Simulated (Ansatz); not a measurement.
**TaCl₂F₃: one species, many methods**

One table from this session's results is given with a row withheld; the runs are named, their logs left out.

The runs use Ansatz 0.2.0, Gaussian basis; functionals in def2-TZVPP, the program's frozen cores in correlated methods.

Plan: LDA (SPW92), PBE-D4, revPBE-D4, BLYP-D4, r2SCAN-D4, B97M-V, PBE0-D4, B3LYP-D4, r2SCANh-D4, r2SCAN0-D4, HSE06-D4, BHLYP-D4, CAM-B3LYP-D4, LC-ωPBE, ωB97X-V, ωB97M-V, B2PLYP, PBE-QIDH; CCSD(T)/def2-SVP; CCSD(T)/def2-TZVPP; MP2/def2-QZVPP; extrapolation to the limit; RPA on PBE.

## The geometry

All runs share one geometry, relaxed beforehand with PBE0-D4 in a triple-zeta def2 set. Ta takes the def2 core potential; no spin-orbit term is included.

SMILES `[F][Ta]([F])([F])([Cl])[Cl]`, 6 atoms, charge 0, spin multiplicity 1.

Atoms are counted from 1 here; the program's logs count them from 0.

Bond lengths: F1–Ta2 1.875 Å, Ta2–F3 1.847 Å, Ta2–F4 1.875 Å, Ta2–Cl5 2.273 Å, Ta2–Cl6 2.273 Å. Angles: F1–Ta2–F3 87.6°, F1–Ta2–F4 175.1°, F1–Ta2–Cl5 91.3°, F1–Ta2–Cl6 91.3°, F3–Ta2–F4 87.6°, F3–Ta2–Cl5 121.5°, F3–Ta2–Cl6 121.5°, F4–Ta2–Cl5 91.3°, F4–Ta2–Cl6 91.3°, Cl5–Ta2–Cl6 117.0°.

As a file:

```mol
Cl2F3Ta
  3D, bonds by distance, orders not assigned

  6  5  0  0  0  0  0  0  0  0999 V2000
   -1.1650    0.6704   -1.3080 F   0  0
   -0.0361   -0.0538    0.0019 Ta  0  0
   -1.3261   -1.3446    0.2880 F   0  0
    0.9819   -0.8891    1.3363 F   0  0
    1.6243   -0.3504   -1.5211 Cl  0  0
   -0.0368    1.9034    1.1568 Cl  0  0
  1  2  8  0
  2  3  8  0
  2  4  8  0
  2  5  8  0
  2  6  8  0
M  END
```

Set-up of the first run:

Contents of in.yaml:

```yaml
crystal:
  periodic: [false, false, false]
  atoms:
    - {symbol: F, position_ang: [-1.165033, 0.670439, -1.307969]}
    - {symbol: Ta, position_ang: [-0.036072, -0.053795, 0.001881]}
    - {symbol: F, position_ang: [-1.326129, -1.344614, 0.287996]}
    - {symbol: F, position_ang: [0.981889, -0.889145, 1.336314]}
    - {symbol: Cl, position_ang: [1.624331, -0.350411, -1.521135]}
    - {symbol: Cl, position_ang: [-0.036787, 1.903424, 1.156812]}
basis:
  gaussian: {orbitals: def2-TZVPP}
hamiltonian: {xc: lda}
output: {orbitals: {seedname: orbitals}}
```

Command:

```sh
$ ansatz run in.yaml --threads 4 --pin off --events-out ev --progress --plain --max-ram 10444MiB
```

Among the steps run: LDA; PBE-D4 (GGA); revPBE-D4 (GGA); BLYP-D4 (GGA); r2SCAN-D4 (meta-GGA); B97M-V (meta-GGA); PBE0-D4 (hybrid); B3LYP-D4 (hybrid); r2SCANh-D4 (hybrid); r2SCAN0-D4 (hybrid); HSE06-D4 (hybrid); BHLYP-D4 (hybrid); CAM-B3LYP-D4 (range-separated); LC-ωPBE (range-separated); ωB97X-V (range-separated); ωB97M-V (range-separated); B2PLYP (double hybrid); PBE-QIDH (double hybrid).

One table of the session follows, with a row left open; its other results are not shown here.

It belongs to the step «Orbital energies across the functionals». 

| functional | HOMO (eV) | LUMO (eV) | gap (eV) |
| --- | --- | --- | --- |
| LDA (SPW92) | -8.88 | -3.92 | 4.96 |
| PBE-D4 | -8.68 | -3.65 | 5.03 |
| revPBE-D4 | -8.61 | -3.56 | 5.06 |
| BLYP-D4 | -8.53 | -3.54 | 4.99 |
| r2SCAN-D4 | -9.11 | -3.60 | 5.51 |
| B97M-V | -9.20 | -3.54 | 5.65 |
| PBE0-D4 | -10.24 | -2.92 | 7.32 |
| B3LYP-D4 | ? | ? | ? |
| r2SCANh-D4 | -9.68 | -3.32 | 6.36 |
| r2SCAN0-D4 | -10.52 | -2.87 | 7.65 |
| HSE06-D4 | -9.83 | -3.30 | 6.53 |
| BHLYP-D4 | -11.63 | -2.00 | 9.63 |
| CAM-B3LYP-D4 | -11.63 | -1.81 | 9.82 |
| LC-ωPBE | -13.04 | -0.61 | 12.43 |
| ωB97X-V | -12.66 | -0.69 | 11.97 |
| ωB97M-V | -12.51 | -0.71 | 11.80 |

Estimate the missing values for B3LYP-D4.

Worked estimate for «HOMO (eV)». Against the share of exact exchange, BLYP-D4 (0, -8.53), BHLYP-D4 (0.5, -11.63) give a slope of -6.20 per unit share; at 0.2 the line stands at -9.77.

The run gave: HOMO (eV): -9.94; LUMO (eV): -3.14; gap (eV): 6.80. In «HOMO (eV)» the line misses by +0.17.
